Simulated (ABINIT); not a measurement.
# W in ABINIT: relaxation of the atoms with PBE+D3(BJ)

Aim: the relaxation of the atoms of W with PBE+D3(BJ).

Program: ABINIT 10.8.3 (patched build). These are calculated values, not measurements. Logs are shortened: lines on timing, memory, paths and dates and some standing lists are left out, and cuts for length are marked. The log counts tension as positive stress, the text compression.

## (1) The slab as given

The cell holds a slab with vacuum, 5 atoms: a = 2.767 Å, b = 2.767 Å, c = 24.036 Å, α = 90.00°, β = 90.00°, γ = 109.47°.

## (2) Relaxation of the atoms, PBE+D3(BJ)

Contents of run.abi:

```
pp_dirpath "./"
pseudos "W.GGA_PBE-JTH.xml"

acell 5.2281252819 5.2281252819 45.4208775387
rprim
     1.0000000000     0.0000000000     0.0000000000
    -0.3333333333     0.9428090416     0.0000000000
     0.0000000000     0.0000000000     1.0000000000
ntypat 1
znucl 74
natom 5
typat 1 1 1 1 1
xred
     0.5000000000     0.5000000000     0.3120359338
     0.0000000000     0.0000000000     0.4060179669
     0.5000000000     0.5000000000     0.5000000000
     0.0000000000     0.0000000000     0.5939820331
     0.5000000000     0.5000000000     0.6879640662
chkprim 0
chksymtnons 0
tolsym 1.0e-6

ecut 16.0
pawecutdg 32.0
pawxcdev 0

kptopt 1
ngkpt 10 10 1
nshiftk 1
shiftk 0.0 0.0 0.0

ixc 11
vdw_xc 7

nband 42
occopt 3
tsmear 0.05 eV

nstep 120
tolvrs 1.0e-9

iomode 3
prtwf 0
prtden 0
prteig 0
prtebands 0
prtvol 2

ionmov 2
ntime 60
tolmxf 0.0002
```

Potentials or basis: JTH PAW PBE v2.0.

Command:

```
mpirun --bind-to none -np 4 abinit run.abi > log 2>&1
```

run.abo:

```text
.Version 10.8.3 of ABINIT
 Symmetries : space group Cm m m (# 65); Bravais oC (1-face-center ortho.)
================================================================================
 Values of the parameters that define the memory need of the present run
     intxc =       0    ionmov =       2      iscf =      17    lmnmax =      18
     lnmax =       6     mgfft =     180  mpssoang =       3    mqgrid =   11567
     natom =       5  nloc_mem =       2    nspden =       1   nspinor =       1
    nsppol =       1      nsym =       8    n1xccc =       1    ntypat =       1
    occopt =       3   xclevel =       2
       mpw =        3603          nfft =       72000          nkpt =          31
Pmy_natom=         2
 PAW method is used; the additional fine FFT grid is defined by:
   mgfftf=       240    nfftf =    216000
================================================================================
================================================================================

--------------------------------------------------------------------------------
------------- Echo of variables that govern the present computation ------------
--------------------------------------------------------------------------------
 -outvars: echo values of preprocessed input variables --------
            acell      5.2281252819E+00  5.2281252819E+00  4.5420877539E+01 Bohr
              amu      1.83850000E+02
          chkprim           0
      chksymtnons           0
             ecut      1.60000000E+01 Hartree
           ionmov           2
              ixc          11
         kptrlatt       10    0    0      0   10    0      0    0    1
          kptrlen      5.22812528E+01
            natom           5
            nband          42
            ngfft          20      20     180
          ngfftdg          30      30     240
             nkpt          31
            nstep         120
             nsym           8
            ntime          60
           ntypat           1
           occopt           3
        pawecutdg      3.20000000E+01 Hartree
         pawxcdev           0
           prtden           0
        prtebands           0
           prteig           0
           prtvol           2
            prtwf           0
            rprim      1.0000000000E+00  0.0000000000E+00  0.0000000000E+00
                      -3.3333333330E-01  9.4280904160E-01  0.0000000000E+00
                       0.0000000000E+00  0.0000000000E+00  1.0000000000E+00
          spgroup          65
           tolmxf      2.00000000E-04
           tolsym      1.00000000E-06
           tolvrs      1.00000000E-09
           tsmear      1.83746611E-03 Hartree
            typat      1  1  1  1  1
           useylm           1
           vdw_xc           7
           xangst      9.2220158440E-01  1.3041899879E+00  7.4999999960E+00
                       0.0000000000E+00  0.0000000000E+00  9.7589233171E+00
                       9.2220158440E-01  1.3041899879E+00  1.2017846638E+01
                       0.0000000000E+00  0.0000000000E+00  1.4276769959E+01
                       9.2220158440E-01  1.3041899879E+00  1.6535693280E+01
            xcart      1.7427084274E+00  2.4645618932E+00  1.4172945937E+01
                       0.0000000000E+00  0.0000000000E+00  1.8441692353E+01
                       1.7427084274E+00  2.4645618932E+00  2.2710438769E+01
                       0.0000000000E+00  0.0000000000E+00  2.6979185186E+01
                       1.7427084274E+00  2.4645618932E+00  3.1247931602E+01
             xred      5.0000000000E-01  5.0000000000E-01  3.1203593380E-01
                       0.0000000000E+00  0.0000000000E+00  4.0601796690E-01
                       5.0000000000E-01  5.0000000000E-01  5.0000000000E-01
                       0.0000000000E+00  0.0000000000E+00  5.9398203310E-01
                       5.0000000000E-01  5.0000000000E-01  6.8796406620E-01
            znucl       74.00000

================================================================================

 chkinp: Checking input parameters for consistency.

================================================================================
[... 1416 lines left out ...]
 frms,max,avg= 9.5748758E-06 2.6075154E-05   0.000E+00  0.000E+00  0.000E+00 h/b

 cartesian forces (eV/Angstrom) at end:
    1      0.00000000000000     0.00000000000000    -0.00014244192880
    2      0.00000000000000     0.00000000000000    -0.00134083832231
    3      0.00000000000000     0.00000000000000     0.00000000000000
    4     -0.00000000000000    -0.00000000000000     0.00134083832231
    5      0.00000000000000    -0.00000000000000     0.00014244192880
 frms,max,avg= 4.9235991E-04 1.3408383E-03   0.000E+00  0.000E+00  0.000E+00 e/A
 length scales=  5.228125281900  5.228125281900 45.420877538700 bohr
              =  2.766604753050  2.766604753050 24.035693276390 angstroms
 Fermi (or HOMO) energy (hartree) =   0.07452   Average Vxc (hartree)=  -0.25792
 Eigenvalues (hartree) for nkpt=  31  k points:
 kpt#   1, nband= 42, wtk=  0.01000, kpt=  0.0000  0.0000  0.0000 (reduced coord)
  -2.65606   -2.65449   -2.65268   -2.64562   -2.64561   -1.36082   -1.35254   -1.33889
  -1.33286   -1.32896   -1.32434   -1.32217   -1.32024   -1.32024   -1.31983   -1.31749
  -1.31214   -1.31181   -1.30753   -1.30753   -0.26846   -0.22866   -0.17763   -0.15189
  -0.14931   -0.05596   -0.03991   -0.01081    0.01301    0.01776    0.02189    0.02929
   0.03075    0.03242    0.03276    0.06753    0.07318    0.10258    0.13133    0.13619
   0.13631    0.14514
      occupation numbers for kpt#   1
   2.00000    2.00000    2.00000    2.00000    2.00000    2.00000    2.00000    2.00000
   2.00000    2.00000    2.00000    2.00000    2.00000    2.00000    2.00000    2.00000
   2.00000    2.00000    2.00000    2.00000    2.00000    2.00000    2.00000    2.00000
   2.00000    2.00000    2.00000    2.00000    2.00000    2.00000    2.00000    2.00000
   2.00000    2.00000    2.00000    1.95658    1.35131    0.00000    0.00000    0.00000
   0.00000    0.00000
 kpt#   2, nband= 42, wtk=  0.04000, kpt=  0.1000  0.0000  0.0000 (reduced coord)
  -2.65576   -2.65425   -2.65253   -2.64544   -2.64543   -1.35964   -1.35230   -1.34078
  -1.33389   -1.32855   -1.32839   -1.32187   -1.32182   -1.32144   -1.31992   -1.31916
[... 402 lines left out ...]
   0.00000    0.00000
 kpt#  31, nband= 42, wtk=  0.01000, kpt=  0.5000  0.5000  0.0000 (reduced coord)
  -2.65174   -2.65051   -2.64919   -2.64200   -2.64199   -1.36248   -1.35863   -1.35293
  -1.34912   -1.34817   -1.34473   -1.34247   -1.34229   -1.34214   -1.33706   -1.33240
  -1.32676   -1.32630   -1.32189   -1.31744   -0.14734   -0.13343   -0.13057   -0.12177
  -0.09946   -0.09901   -0.08530   -0.05083   -0.04742   -0.01182    0.01914    0.05963
   0.08778    0.10647    0.10852    0.13788    0.14548    0.14618    0.14969    0.21903
   0.23039    0.25412
      occupation numbers for kpt#  31
   2.00000    2.00000    2.00000    2.00000    2.00000    2.00000    2.00000    2.00000
   2.00000    2.00000    2.00000    2.00000    2.00000    2.00000    2.00000    2.00000
   2.00000    2.00000    2.00000    2.00000    2.00000    2.00000    2.00000    2.00000
   2.00000    2.00000    2.00000    2.00000    2.00000    2.00000    2.00000    1.99940
   0.00147    0.00000    0.00000    0.00000    0.00000    0.00000    0.00000    0.00000
   0.00000    0.00000
 Total charge density [el/Bohr^3]
)     Maximum=    1.5707E+00  at reduced coord.    0.5000    0.5000    0.5000
)Next maximum=    1.5677E+00  at reduced coord.    0.0000    0.0000    0.5917
)     Minimum=    1.6259E-08  at reduced coord.    0.3000    0.1000    0.0000
)Next minimum=    1.6259E-08  at reduced coord.    0.1000    0.3000    0.0000
   Integrated=    7.0000E+01

--- !EnergyTerms
iteration_state     : {dtset: 1, itime: 9, icycle: 1, }
comment             : Components of total free energy in Hartree
kinetic             :  3.38769827870541E+01
hartree             :  1.39577460611952E+03
xc                  : -3.81709794980239E+01
Ewald energy        :  1.08424041589269E+03
psp_core            :  1.40755188659282E+01
local_psp           : -2.85204672023547E+03
PAW spherical_terms :  1.71986197889719E+01
VdWaals_dft_d       : -9.75740966384800E-02
internal            : -3.45149130375966E+02
'-kT*entropy'       : -1.10894391031961E-03
total_energy        : -3.45150239319877E+02
total_energy_eV     : -9.39201647502594E+03
...

--- !EnergyTermsDC
iteration_state     : {dtset: 1, itime: 9, icycle: 1, }
comment             : '"Double-counting" decomposition of free energy'
band_energy         : -6.77908139667129E+01
Ewald energy        :  1.08424041589269E+03
psp_core            :  1.40755188659282E+01
xc_dc               : -1.41291279344221E+03
PAW spherical_terms :  3.73360910232909E+01
VdWaals_dft_d       : -9.75740966384800E-02
internal            : -3.45149155723650E+02
'-kT*entropy'       : -1.10894391031961E-03
total_energy_dc     : -3.45150264667561E+02
total_energy_dc_eV  : -9.39201716477156E+03
...

--- !EnergyTermsWithPAWCore
iteration_state     : {dtset: 1, itime: 9, icycle: 1, }
comment             : 'Components of total free energy, including PAW core contributions'
Total energy        : -8.07146468463705E+04
Total energy DC     : -8.07146468717182E+04
Total energy (eV)   : -2.19635743104454E+06
Total energy DC (eV): -2.19635743173428E+06
...

 rms coord change=  2.3133E-03   atom, delta coord (reduced):
     1        0.000000000000      0.000000000000      0.006211170595
     2        0.000000000000      0.000000000000      0.001247166552
     3        0.000000000000      0.000000000000      0.000000000000
     4        0.000000000000     -0.000000000000     -0.001247166552
     5        0.000000000000      0.000000000000     -0.006211170595

 Cartesian components of stress tensor (hartree/bohr^3)
  sigma(1 1)=  1.89753176E-04  sigma(3 2)=  0.00000000E+00
  sigma(2 2)=  2.07310379E-04  sigma(3 1)=  0.00000000E+00
  sigma(3 3)=  2.17535100E-05  sigma(2 1)=  2.48296340E-05

-Cartesian components of stress tensor (GPa)         [Pressure= -4.1073E+00 GPa]
- sigma(1 1)=  5.58273119E+00  sigma(3 2)=  0.00000000E+00
- sigma(2 2)=  6.09928192E+00  sigma(3 1)=  0.00000000E+00
- sigma(3 3)=  6.40010359E-01  sigma(2 1)=  7.30513055E-01

== END DATASET(S) ==============================================================
================================================================================

 -outvars: echo values of variables after computation  --------
            acell      5.2281252819E+00  5.2281252819E+00  4.5420877539E+01 Bohr
           etotal     -3.4515026467E+02
            fcart      9.6568263406E-31  1.0584031455E-29 -2.7700544863E-06
                       3.3798892192E-30  6.3162768357E-30 -2.6075153863E-05
                       9.6568263406E-31  3.4142036947E-31  2.5410988418E-22
                      -6.2769371214E-30 -7.3405379441E-30  2.6075153863E-05
                       9.6568263406E-31 -9.9011907156E-30  2.7700544863E-06
            rprim      1.0000000000E+00  0.0000000000E+00  0.0000000000E+00
                      -3.3333333330E-01  9.4280904160E-01  0.0000000000E+00
                       0.0000000000E+00  0.0000000000E+00  1.0000000000E+00
           strten      1.8975317628E-04  2.0731037873E-04  2.1753509962E-05
                       0.0000000000E+00  0.0000000000E+00  2.4829634049E-05
           xangst      9.2220158440E-01  1.3041899879E+00  7.6492897873E+00
                      -8.2583246472E-31  2.4205145857E-29  9.7888998298E+00
                       9.2220158440E-01  1.3041899879E+00  1.2017846638E+01
                       6.7053843849E-29 -9.9132963406E-29  1.4246793447E+01
                       9.2220158440E-01  1.3041899879E+00  1.6386403489E+01
             xred      5.0000000000E-01  5.0000000000E-01  3.1824710439E-01
                       2.7947537187E-30  9.2797621828E-30  4.0726513345E-01
                       5.0000000000E-01  5.0000000000E-01  5.0000000000E-01
                       1.1568348708E-29 -3.8005568333E-29  5.9273486655E-01
                       5.0000000000E-01  5.0000000000E-01  6.8175289561E-01
 Calculation completed.
```

Run time: 15 min. Hardware: 4 MPI ranks of Arm Neoverse V2, shared host; peak memory 0.68 GiB.

What came out:

```yaml
Free_energy: -9392.0172 eV
Energy_gained_by_relaxing: 26.1 meV/atom
Ionic_steps: 9
Band_gap_on_the_k_mesh: none (metal or under the smearing width)
Valence_electrons_inside_the_program's_atomic_spheres: W 11.64, 11.76, 11.73 (radii [1.2763] Å)
```

Step by step:
```
step  energy change (eV)  largest force (eV/Å)  pressure (GPa)
   1              0.0000                0.9376           -7.97
   2             -0.0236                0.8383           -7.76
   3             -0.0836                0.4979           -6.06
   4             -0.0883                0.3801           -6.05
   5             -0.1038                0.3083           -5.96
   6             -0.1204                0.2790           -5.20
   7             -0.1289                0.1396           -4.38
   8             -0.1305                0.0278           -4.03
   9             -0.1305                0.0013           -4.11
```

Final structure:
```
W
1.0
     2.76660    0.00000    0.00000
    -0.92220    2.60838    0.00000
     0.00000    0.00000   24.03569
W
5
Direct
  0.50000 0.50000 0.31825
  0.00000 0.00000 0.40727
  0.50000 0.50000 0.50000
  0.00000 0.00000 0.59273
  0.50000 0.50000 0.68175
```

The run has no spin-orbit coupling, so splittings on W are missing.
